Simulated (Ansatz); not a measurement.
# C₂H₅NO₂Si: a ladder of functionals and wavefunction methods

How much do the methods differ for C₂H₅NO₂Si? The plan is to run it at one geometry with functionals of several rungs and with coupled cluster. The yardstick is the atomisation energy at the CCSD(T) limit.

The runs use Ansatz 0.2.0, Gaussian basis; functionals in def2-TZVPP, the program's frozen cores in correlated methods.

Plan: LDA (SPW92), PBE-D4, revPBE-D4, BLYP-D4, r2SCAN-D4, B97M-V, PBE0-D4, B3LYP-D4, r2SCANh-D4, r2SCAN0-D4, HSE06-D4, BHLYP-D4, CAM-B3LYP-D4, LC-ωPBE, ωB97X-V, ωB97M-V, B2PLYP, PBE-QIDH; CCSD(T)/def2-SVP; CCSD(T)/def2-TZVPP; MP2/def2-QZVPP; extrapolation to the limit; RPA on PBE.

**1. The relaxed structure**

An earlier PBE0-D4 in a triple-zeta def2 set relaxation fixed the geometry.

11 atoms, charge 0, spin multiplicity 1.

Atoms are counted from 1 here; the program's logs count them from 0.

Bond lengths: C1–Si2 1.845 Å, C1–H7 1.093 Å, C1–H8 1.091 Å, C1–H9 1.093 Å, Si2–O3 1.624 Å, Si2–N4 1.760 Å, Si2–O6 1.724 Å, O3–H10 0.957 Å, N4–C5 1.278 Å, C5–O6 1.373 Å, C5–H11 1.091 Å. Angles: Si2–C1–H7 110.8°, Si2–C1–H8 110.0°, Si2–C1–H9 111.2°, H7–C1–H8 108.2°, H7–C1–H9 108.4°, H8–C1–H9 108.2°, C1–Si2–O3 112.7°, C1–Si2–N4 118.5°, C1–Si2–O6 112.9°, O3–Si2–N4 115.5°, O3–Si2–O6 113.2°, N4–Si2–O6 80.0°, Si2–O3–H10 119.1°, Si2–N4–C5 82.9° and more.

As a file:

```xyz
11
C2H5NO2Si
C    -0.3380   -0.8350    1.2584
Si    0.3739    0.0887   -0.1709
O     1.9616    0.3828    0.0017
N    -0.1440   -0.3470   -1.7951
C    -0.7451    0.7793   -1.7351
O    -0.5357    1.4940   -0.5821
H     0.1303   -1.8173    1.3574
H    -1.4098   -0.9809    1.1121
H    -0.1921   -0.2882    2.1937
H     2.3737    0.2336    0.8528
H    -1.4094    1.2330   -2.4722
```

**2. LDA**

This LDA is Slater exchange with PW92 correlation.

Contents of in.yaml:

```yaml
crystal:
  periodic: [false, false, false]
  atoms:
    - {symbol: C, position_ang: [-0.338032, -0.834984, 1.258358]}
    - {symbol: Si, position_ang: [0.373914, 0.088728, -0.170881]}
    - {symbol: O, position_ang: [1.961605, 0.382814, 0.001696]}
    - {symbol: N, position_ang: [-0.144019, -0.346982, -1.795078]}
    - {symbol: C, position_ang: [-0.745106, 0.779269, -1.735141]}
    - {symbol: O, position_ang: [-0.535674, 1.494039, -0.582148]}
    - {symbol: H, position_ang: [0.130313, -1.817287, 1.357366]}
    - {symbol: H, position_ang: [-1.409778, -0.980924, 1.112055]}
    - {symbol: H, position_ang: [-0.192122, -0.288227, 2.193729]}
    - {symbol: H, position_ang: [2.373664, 0.233555, 0.852826]}
    - {symbol: H, position_ang: [-1.409365, 1.233001, -2.472183]}
basis:
  gaussian: {orbitals: def2-TZVPP}
hamiltonian: {xc: lda}
output: {orbitals: {seedname: orbitals}}
```

Launch:

```console
$ ansatz run in.yaml --threads 4 --pin off --events-out ev --progress --plain --max-ram 10444MiB
```

Further steps of the session: PBE-D4 (GGA); revPBE-D4 (GGA); BLYP-D4 (GGA); r2SCAN-D4 (meta-GGA); B97M-V (meta-GGA); B3LYP-D4 (hybrid); r2SCANh-D4 (hybrid); r2SCAN0-D4 (hybrid); HSE06-D4 (hybrid); BHLYP-D4 (hybrid); CAM-B3LYP-D4 (range-separated); LC-ωPBE (range-separated); ωB97X-V (range-separated); ωB97M-V (range-separated); B2PLYP (double hybrid); PBE-QIDH (double hybrid); CCSD(T) in def2-SVP; CCSD(T) in def2-TZVPP; MP2 in def2-QZVPP; RPA on PBE orbitals.

Q: Predict the results of all the runs planned. Wanted: atomisation energy, CCSD(T)/CBS; farthest beyond LDA; mean size of error, GGA; mean size of error, meta-GGA; mean size of error, hybrid; mean size of error, range-separated; mean size of error, double hybrid; gap, smallest and largest; T1 diagnostic.

**Answer**, as computed:

```
                               quantity                                                                                                        value
        atomisation energy, CCSD(T)/CBS                                                                                                4616.8 kJ/mol
 functionals within 23.1 kJ/mol (0.5 %)  revPBE-D4, BLYP-D4, r2SCAN-D4, B97M-V, PBE0-D4, B3LYP-D4, HSE06-D4, CAM-B3LYP-D4, LC-ωPBE, ωB97X-V, ωB97M-V
                    farthest beyond LDA                                                                                     BHLYP-D4 (-200.8 kJ/mol)
                mean size of error, GGA                                                                                                  48.3 kJ/mol
           mean size of error, meta-GGA                                                                                                   7.2 kJ/mol
             mean size of error, hybrid                                                                                                  59.2 kJ/mol
    mean size of error, range-separated                                                                                                  12.9 kJ/mol
      mean size of error, double hybrid                                                                                                  46.2 kJ/mol
              gap, smallest and largest                                                                    4.83 eV (LDA (SPW92)), 12.73 eV (LC-ωPBE)
                          T1 diagnostic                                                                                                       0.0139
triples share of the correlation energy                                                                                                        4.1 %
```

**Reading.** The LDA atomisation energy is off by 746.1 kJ/mol (16 %): it overbinds. PBE-D4 misses by +127.5 kJ/mol. Double hybrids carry the basis error of their MP2 part in triple zeta, and no dispersion term here, so their miss is partly the set-up's. The rungs meta-GGA, range-separated miss on average by less than the doubt on the reference (23.1 kJ/mol), so they tie. The reference freezes the cores and leaves out relativity and excitations past (T), so misses under about 23.1 kJ/mol can't be ranked. Hartree-Fock recovers 69 % of the binding; the rest is correlation. CCSD(T) in def2-SVP is off by -350.3 kJ/mol, more than most functionals: a good method in a small basis is no reference. The gap grows from 4.8 to 12.7 eV across the functionals, mostly with the share of exact exchange.
